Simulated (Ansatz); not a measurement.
# C₂H₆ClInO: up Jacob's ladder to CCSD(T)

How much do the methods differ for C₂H₆ClInO? The plan is to run it at one geometry with functionals of several rungs and with coupled cluster. The yardstick is the atomisation energy at the CCSD(T) limit.

The runs use Ansatz 0.2.0, Gaussian basis; functionals in def2-TZVPP, the program's frozen cores in correlated methods.

Plan: LDA (SPW92), PBE-D4, revPBE-D4, BLYP-D4, r2SCAN-D4, B97M-V, PBE0-D4, B3LYP-D4, r2SCANh-D4, r2SCAN0-D4, HSE06-D4, BHLYP-D4, CAM-B3LYP-D4, LC-ωPBE, ωB97X-V, ωB97M-V, B2PLYP, PBE-QIDH; CCSD(T)/def2-SVP; CCSD(T)/def2-TZVPP; MP2/def2-QZVPP; extrapolation to the limit; RPA on PBE.

## 1. The geometry

All runs share one geometry, relaxed beforehand with PBE0-D4 in a triple-zeta def2 set. In takes the def2 core potential; no spin-orbit term is included.

SMILES `CC[O][InH][Cl]`, 11 atoms, charge 0, spin multiplicity 1.

Atoms are counted from 1 here; the program's logs count them from 0.

Bond lengths: C1–C2 1.513 Å, C1–H6 1.092 Å, C1–H7 1.093 Å, C1–H8 1.095 Å, C2–O3 1.410 Å, C2–H9 1.097 Å, C2–H10 1.098 Å, O3–In4 1.965 Å, In4–Cl5 2.334 Å, In4–H11 1.689 Å. Angles: C2–C1–H6 110.5°, C2–C1–H7 110.8°, C2–C1–H8 110.7°, H6–C1–H7 108.5°, H6–C1–H8 108.6°, H7–C1–H8 107.6°, C1–C2–O3 112.1°, C1–C2–H9 109.8°, C1–C2–H10 109.5°, O3–C2–H9 106.7°, O3–C2–H10 111.6°, H9–C2–H10 107.0°, C2–O3–In4 122.7°, O3–In4–Cl5 110.4°, O3–In4–H11 126.1°, Cl5–In4–H11 123.5°.

## 2. LDA

This LDA is Slater exchange with PW92 correlation.

in.yaml reads:

```yaml
crystal:
  periodic: [false, false, false]
  atoms:
    - {symbol: C, position_ang: [-0.841896, 0.919430, 0.808268]}
    - {symbol: C, position_ang: [-0.896427, -0.432436, 0.131276]}
    - {symbol: O, position_ang: [0.295817, -1.164313, 0.310556]}
    - {symbol: In, position_ang: [1.905708, -0.853474, -0.772912]}
    - {symbol: Cl, position_ang: [1.449502, 0.656293, -2.493209]}
    - {symbol: H, position_ang: [-0.601564, 0.806856, 1.867759]}
    - {symbol: H, position_ang: [-1.802001, 1.435873, 0.723474]}
    - {symbol: H, position_ang: [-0.081343, 1.554680, 0.343153]}
    - {symbol: H, position_ang: [-1.704270, -1.033275, 0.566866]}
    - {symbol: H, position_ang: [-1.133248, -0.300109, -0.933015]}
    - {symbol: H, position_ang: [3.409743, -1.589526, -0.552217]}
basis:
  gaussian: {orbitals: def2-TZVPP}
hamiltonian: {xc: lda}
output: {orbitals: {seedname: orbitals}}
```

Launch:

```bash
$ ansatz run in.yaml --threads 4 --pin off --events-out ev --progress --plain --max-ram 10444MiB
```

The runs that follow: PBE-D4 (GGA); revPBE-D4 (GGA); BLYP-D4 (GGA); r2SCAN-D4 (meta-GGA); B97M-V (meta-GGA); B3LYP-D4 (hybrid); r2SCANh-D4 (hybrid); r2SCAN0-D4 (hybrid); HSE06-D4 (hybrid); BHLYP-D4 (hybrid); CAM-B3LYP-D4 (range-separated); LC-ωPBE (range-separated); ωB97X-V (range-separated); ωB97M-V (range-separated); B2PLYP (double hybrid); PBE-QIDH (double hybrid); CCSD(T) in def2-SVP; CCSD(T) in def2-TZVPP; MP2 in def2-QZVPP; RPA on PBE orbitals.

Before running them: what should the planned runs give, taken together? Wanted: atomisation energy, CCSD(T)/CBS; farthest beyond LDA; mean size of error, GGA; mean size of error, meta-GGA; mean size of error, hybrid; mean size of error, range-separated; mean size of error, double hybrid; gap, smallest and largest; T1 diagnostic.

**Answer**, as computed:

| quantity | value |
| --- | --- |
| atomisation energy, CCSD(T)/CBS | 39.372 eV |
| functionals within 0.394 eV (1.0 %) | r2SCAN-D4, B97M-V, PBE0-D4, r2SCANh-D4, HSE06-D4, CAM-B3LYP-D4, LC-ωPBE, ωB97X-V, ωB97M-V, PBE-QIDH |
| farthest beyond LDA | BHLYP-D4 (-1.461 eV) |
| mean size of error, GGA | 0.525 eV |
| mean size of error, meta-GGA | 0.034 eV |
| mean size of error, hybrid | 0.532 eV |
| mean size of error, range-separated | 0.096 eV |
| mean size of error, double hybrid | 0.568 eV |
| gap, smallest and largest | 4.07 eV (LDA (SPW92)), 10.98 eV (LC-ωPBE) |
| T1 diagnostic | 0.0151 |
| triples share of the correlation energy | 3.6 % |

In words: The LDA atomisation energy is off by 5.604 eV (14 %): it overbinds. PBE-D4 is off by +0.462 eV. Double hybrids carry the basis error of their MP2 part in triple zeta, and no dispersion term here, so their miss is partly the set-up's. The rungs meta-GGA, range-separated miss on average by less than the doubt on the reference (0.394 eV), so they tie. Misses under about 0.394 eV are within the doubt on the reference itself, which lacks core-valence correlation, spin-orbit coupling and higher excitations, and its outer-core shells are covered unevenly. All levels share the lack of spin-orbit coupling, which lowers the free heavy atoms and so the true binding. Hartree-Fock recovers 72 % of the binding; the rest is correlation. CCSD(T) in def2-SVP is off by -2.195 eV, which most functionals beat. Orbital gaps span 4.1 to 11.0 eV; exact exchange widens them. Correlated methods include outer-core shells of In, which these sets cover unevenly.
